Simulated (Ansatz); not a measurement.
# AuCl (SMILES [Cl][Au]): functionals against CCSD(T) at one geometry

One table from this session's results is given with a row withheld; the runs are named, their logs left out.

Program: Ansatz 0.2.0, Gaussian basis. Level of theory: single points in def2-TZVPP. These are calculated values, not measurements.

Correlated methods freeze the cores. Filled d shells of the heavier atoms are correlated. Core potentials replace the inner electrons past krypton, and spin-orbit coupling is left out.

## Where the work starts

SMILES `[Cl][Au]`, 2 atoms, charge 0, spin multiplicity 1.

Atoms are counted from 1 here; the program's logs count them from 0.

Bond lengths: Cl1–Au2 2.246 Å.

Geometry (Å):

```
Cl    0.9657   -0.3616    0.4778
Au   -0.9517    0.3068   -0.4811
```

The first run:

run/in.yaml reads:

```yaml
crystal:
  periodic: [false, false, false]
  atoms:
    - {symbol: Cl, position_ang: [0.965700, -0.361600, 0.477800]}
    - {symbol: Au, position_ang: [-0.951700, 0.306800, -0.481100]}
basis:
  gaussian: {orbitals: def2-TZVPP}
correlation: {method: ccsd_t}
output: {forces: true}
```

No record of the launch command was kept for these runs.

Steps of the session up to this table: CCSD(T)/def2-TZVPP; PBE0-D4/def2-TZVPP; wB97M-V/def2-TZVPP; r2SCAN-D4/def2-TZVPP; PBE-D4/def2-TZVPP; r2SCAN0-D4/def2-TZVPP; BLYP-D4/def2-TZVPP.

One of the session's tables, all rows but one given; the rest of the session is left out.

| method | RMS force component (eV/Å) | angle to CCSD(T) forces (°) | dipole (D) |
| --- | --- | --- | --- |
| CCSD(T) | 0.172 | reference | 4.03 |
| PBE0-D4 | 0.201 | 0.0 | 3.91 |
| wB97M-V | 0.055 | 0.0 | 4.35 |
| r2SCAN-D4 | 0.283 | 0.0 | 3.58 |
| PBE-D4 | ? | ? | ? |
| r2SCAN0-D4 | 0.284 | 0.0 | 4.08 |
| BLYP-D4 | 0.116 | 180.0 | 3.10 |

Estimate the missing values for PBE-D4.

The run gave: RMS force component (eV/Å): 0.163; angle to CCSD(T) forces (°): 0.0; dipole (D): 3.24. In the column «RMS force component (eV/Å)» it lies between BLYP-D4 (0.116) and CCSD(T) (0.172).
